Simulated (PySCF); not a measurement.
# C4H6BN: the cost of one run

Programs: PySCF 2.14.0, with density-fitted response routines of our own. Each step states its level of theory. These are calculated values for one molecule in the gas phase, unless marked as measured. Atoms are numbered from 0 throughout.

### 1 The starting structure

12 atoms, charge 0, multiplicity 1; geometry from: GFN2-xTB. The atoms were then displaced at random by about 0.01 Å, so the start is not that level's minimum.

Bonds of the start (Å): B0–N1 1.44, N1–C2 1.39, C2–C3 1.30, C3–C4 1.44, C4–C5 1.35, C5–N1 1.37, B0–H6 1.14, B0–H7 1.19, C2–H8 1.08, C3–H9 1.10, C4–H10 1.08, C5–H11 1.08.

### 2 Optimising the geometry at PBE0-D3(BJ)/def2-SVP

The job: settings as JSON, then the geometry in Å.

```
{"job": {"xc": "PBE0", "basis": "def2-SVP", "d3": "d3bj", "grid": 1, "shake": 0.01, "kind": "geom"}, "charge": 0, "multiplicity": 1}
B      2.029350    -0.186400     0.128200
N      0.603310    -0.054030     0.033260
C     -0.135200     1.106270    -0.190650
C     -1.405990     0.824560    -0.206700
C     -1.568240    -0.588460    -0.000070
C     -0.315160    -1.070580     0.147590
H      2.490400    -1.215670     0.310510
H      2.674220     0.809080     0.003570
H      0.386080     2.052840    -0.285550
H     -2.248770     1.510810    -0.340880
H     -2.493010    -1.136540     0.060460
H      0.022690    -2.080170     0.331220
```

The run is started by

```bash
OMP_NUM_THREADS=1 python probes_run.py task.json out
```

One launch serves the whole session: the jobs run in the order shown.

**Question.** How long does this first job take on 1 thread of Arm Neoverse V2, shared host, and how much memory does it need?

About 29 s, with a peak of 0.48 GiB.
